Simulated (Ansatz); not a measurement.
**C: a single-point run**

Aim: a sound single-point run of C. The structure is shown as the input types it.

Program: Ansatz 0.2.0. Level of theory: density functional or hybrid calculation with the settings of its input, plane waves (as first typed). These are calculated values, not measurements.

2 further runs of the same task are left out: 1 for a known fault of the program, 1 that didn't finish.

## Step 1: The starting structure

The structure is cubic, space group Fd-3m (No. 227). Conventional cell: a = 3.560 Å, b = 3.560 Å, c = 3.560 Å, α = 90.00°, β = 90.00°, γ = 90.00°. Around C (site symmetry -43m) lie 4 C at 1.54 Å.

The input asks for a charge of -2 e on the cell.

Structure file:

```
CELL_PARAMETERS angstrom
0.00000 1.78012 1.78012
1.78012 0.00000 1.78012
1.78012 1.78012 0.00000
ATOMIC_POSITIONS crystal
C 0.00000 0.00000 0.00000
C 0.25000 0.25000 0.25000
```

## Step 2: The run

The input, input.yaml:

```yaml
crystal:
  lattice:
    - [0.0, 1.7801241426, 1.7801241426]
    - [1.7801241426, 0.0, 1.7801241426]
    - [1.7801241426, 1.7801241426, 0.0]
  atoms:
    - { symbol: C, position: [0.0, 0.0, 0.0] }
    - { symbol: C, position: [0.25, 0.25, 0.25] }
kpoints:
  mp_grid: { grid: [8, 8, 8] }
hamiltonian:
  xc: pbe
scf:
  occupations: { method: fixed }
  n_extra_bands: 4
  max_iter: 84
output:
  forces: true
  stress: true
  eigenvalues: true
total_charge: -2
```

On the command line:

```
$ ansatz run input.yaml --threads 4 --pin off --max-ram 3686MiB --backend cpu --events-out ev --progress --plain --runs-dir out
```

**Question.** How will this run end, and is anything wrong with its input?

The program finished normally, with warnings (band overlap at count, metallic iterate, unresolved pair at count). Its log warns: «a fill by count may have filled part of one level: at k-index 0 the highest filled band, 18.440987 eV, and the lowest empty band, 18.440987 eV, stand 3.553e-15 eV apart ...»

The suspect setting: total_charge is -2. The typed charge changes the electron count, so this is no longer the system that was meant.

The test: delete total_charge (the default then holds).
